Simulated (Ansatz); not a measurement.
**C₂H₁₀O₅Si₂: up Jacob's ladder to CCSD(T)**

How much do the methods differ for C₂H₁₀O₅Si₂? The plan is to run it at one geometry with functionals of several rungs and with coupled cluster, and see how far each lands from CCSD(T) at the basis-set limit for the atomisation energy.

Computed with Ansatz 0.2.0, Gaussian basis. Level: functionals in def2-TZVPP, the program's frozen cores in correlated methods.

The runs, in order: LDA (SPW92), PBE-D4, revPBE-D4, BLYP-D4, r2SCAN-D4, B97M-V, PBE0-D4, B3LYP-D4, r2SCANh-D4, r2SCAN0-D4, HSE06-D4, BHLYP-D4, CAM-B3LYP-D4, LC-ωPBE, ωB97X-V, ωB97M-V, B2PLYP, PBE-QIDH; CCSD(T)/def2-SVP; CCSD(T)/def2-TZVPP; MP2/def2-QZVPP; extrapolation to the limit; RPA on PBE.

## 1. The geometry

The geometry comes from an earlier relaxation with PBE0-D4 in a triple-zeta def2 set; it is a stationary point, not always the lowest conformer.

SMILES `CO[SiH](C)O[Si](O)(O)O`, 19 atoms, charge 0, spin multiplicity 1.

Atoms are counted from 1 here; the program's logs count them from 0.

Bond lengths: C1–O2 1.408 Å, C1–H10 1.097 Å, C1–H11 1.095 Å, C1–H12 1.091 Å, O2–Si3 1.635 Å, Si3–C4 1.846 Å, Si3–O5 1.644 Å, Si3–H13 1.488 Å, C4–H14 1.093 Å, C4–H15 1.093 Å, C4–H16 1.092 Å, O5–Si6 1.616 Å, Si6–O7 1.629 Å, Si6–O8 1.634 Å, Si6–O9 1.632 Å, O7–H17 0.958 Å, O8–H18 0.958 Å, O9–H19 0.958 Å. Angles: O2–C1–H10 111.6°, O2–C1–H11 111.2°, O2–C1–H12 108.4°, H10–C1–H11 108.5°, H10–C1–H12 108.4°, H11–C1–H12 108.6°, C1–O2–Si3 123.1°, O2–Si3–C4 107.8°, O2–Si3–O5 108.3°, O2–Si3–H13 109.2°, C4–Si3–O5 111.0°, C4–Si3–H13 113.1°, O5–Si3–H13 107.4°, Si3–C4–H14 109.9°, Si3–C4–H15 110.6°, Si3–C4–H16 111.0°, H14–C4–H15 108.4°, H14–C4–H16 108.7° and more.

## 2. LDA

This LDA is Slater exchange with PW92 correlation.

in.yaml

```yaml
crystal:
  periodic: [false, false, false]
  atoms:
    - {symbol: C, position_ang: [-2.154248, -2.044067, -0.539539]}
    - {symbol: O, position_ang: [-0.755190, -2.106868, -0.396738]}
    - {symbol: Si, position_ang: [0.106609, -1.006299, 0.452204]}
    - {symbol: C, position_ang: [1.877125, -1.525863, 0.415516]}
    - {symbol: O, position_ang: [-0.090650, 0.463797, -0.256812]}
    - {symbol: Si, position_ang: [0.244831, 2.033638, -0.073314]}
    - {symbol: O, position_ang: [-0.833753, 2.852525, 0.832157]}
    - {symbol: O, position_ang: [0.236406, 2.751694, -1.540747]}
    - {symbol: O, position_ang: [1.680361, 2.088540, 0.700286]}
    - {symbol: H, position_ang: [-2.653839, -1.911621, 0.427685]}
    - {symbol: H, position_ang: [-2.447611, -1.219773, -1.197884]}
    - {symbol: H, position_ang: [-2.498634, -2.981537, -0.979863]}
    - {symbol: H, position_ang: [-0.445182, -0.912391, 1.831259]}
    - {symbol: H, position_ang: [2.496095, -0.769472, 0.903824]}
    - {symbol: H, position_ang: [2.222216, -1.640257, -0.614871]}
    - {symbol: H, position_ang: [2.016027, -2.478683, 0.931060]}
    - {symbol: H, position_ang: [-1.593556, 3.211798, 0.372446]}
    - {symbol: H, position_ang: [0.606916, 2.254466, -2.270790]}
    - {symbol: H, position_ang: [1.944277, 2.936071, 1.060618]}
basis:
  gaussian: {orbitals: def2-TZVPP}
hamiltonian: {xc: lda}
output: {orbitals: {seedname: orbitals}}
```

The runs that follow: PBE-D4 (GGA); revPBE-D4 (GGA); BLYP-D4 (GGA); r2SCAN-D4 (meta-GGA); B97M-V (meta-GGA); PBE0-D4 (hybrid); B3LYP-D4 (hybrid); r2SCANh-D4 (hybrid); r2SCAN0-D4 (hybrid); HSE06-D4 (hybrid); BHLYP-D4 (hybrid); CAM-B3LYP-D4 (range-separated); LC-ωPBE (range-separated); ωB97X-V (range-separated); ωB97M-V (range-separated); B2PLYP (double hybrid); PBE-QIDH (double hybrid); CCSD(T) in def2-SVP; CCSD(T) in def2-TZVPP; MP2 in def2-QZVPP; RPA on PBE orbitals.

Q: Predict the results of all the runs planned. Wanted: atomisation energy, CCSD(T)/CBS; farthest beyond LDA; mean size of error, GGA; mean size of error, meta-GGA; mean size of error, hybrid; mean size of error, range-separated; mean size of error, double hybrid; gap, smallest and largest; T1 diagnostic.

The runs gave:

```
                               quantity                                      value
        atomisation energy, CCSD(T)/CBS                                  81.313 eV
    functionals within 0.407 eV (0.5 %)  r2SCAN-D4, CAM-B3LYP-D4, ωB97X-V, ωB97M-V
                    farthest beyond LDA                       BHLYP-D4 (-3.148 eV)
                mean size of error, GGA                                   0.986 eV
           mean size of error, meta-GGA                                   0.349 eV
             mean size of error, hybrid                                   1.442 eV
    mean size of error, range-separated                                   0.333 eV
      mean size of error, double hybrid                                   1.302 eV
              gap, smallest and largest      6.05 eV (BLYP-D4), 13.48 eV (LC-ωPBE)
                          T1 diagnostic                                     0.0112
triples share of the correlation energy                                      3.5 %
```

What this shows: The LDA atomisation energy is off by 11.129 eV (14 %): it overbinds. PBE-D4 is off by +0.426 eV. Double hybrids carry the basis error of their MP2 part in triple zeta, and no dispersion term here, so their miss is partly the set-up's. The rungs range-separated, meta-GGA miss on average by less than the doubt on the reference (0.407 eV), so they tie. The reference freezes the cores and leaves out relativity and excitations past (T), so misses under about 0.407 eV can't be ranked. Hartree-Fock recovers 72 % of the binding; the rest is correlation. CCSD(T) in def2-SVP is off by -6.284 eV, worse than the median functional, from the basis alone. Orbital gaps span 6.1 to 13.5 eV; exact exchange widens them.
